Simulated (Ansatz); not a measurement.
# Mo (sc type): the cost of one run

Method: DFT PBEsol, with the methods named in each step, in Ansatz 0.2.0.

2 further runs of the same task are left out: 2 that didn't finish. Runs told in other sessions of the task aren't counted.

### 1 The structure to begin with

It takes space group Pm-3m (No. 221, cubic). Conventional cell: a = 2.550 Å, b = 2.550 Å, c = 2.550 Å, α = 90.00°, β = 90.00°, γ = 90.00°. Mo (site symmetry m-3m) has 6 Mo at 2.55 Å in its first shell of neighbours.

Structure file:

```xyz
1
Lattice="2.5502 0.0000 0.0000 0.0000 2.5502 0.0000 0.0000 0.0000 2.5502" Properties=species:S:1:pos:R:3 pbc="T T T"
Mo    0.0000    0.0000    0.0000
```

Whether this phase is the stable one at these pressures isn't tested.

### 2 Cell relaxed at zero pressure, PAW

The input, input.yaml:

```yaml
crystal:
  lattice:
    - [2.5501591596, 0.0, 0.0]
    - [0.0, 2.5501591596, 0.0]
    - [0.0, 0.0, 2.5501591596]
  atoms:
    - { symbol: Mo, position: [0.0, 0.0, 0.0] }
kpoints:
  mp_grid: { grid: [15, 15, 15] }
scf:
  occupations: { method: fermi_dirac, width: 0.1 }
hamiltonian:
  xc: pbesol
  pseudopotentials: { kind: paw }
output:
  forces: true
  stress: true
  write_density: true
  write_potential: true
  elf: true
  volumetric_format: npy
relax:
  f_tol: 0.005
  max_steps: 40
  cell: {}
```

Started as:

```sh
$ ansatz run input.yaml --threads 1 --pin off --max-ram 2048MiB --backend cpu --events-out ev --progress --plain --runs-dir out
```

What time and memory should one allow on 1 thread of Arm Neoverse V1, shared host?

About 7.8 s, with a peak of 0.29 GiB.
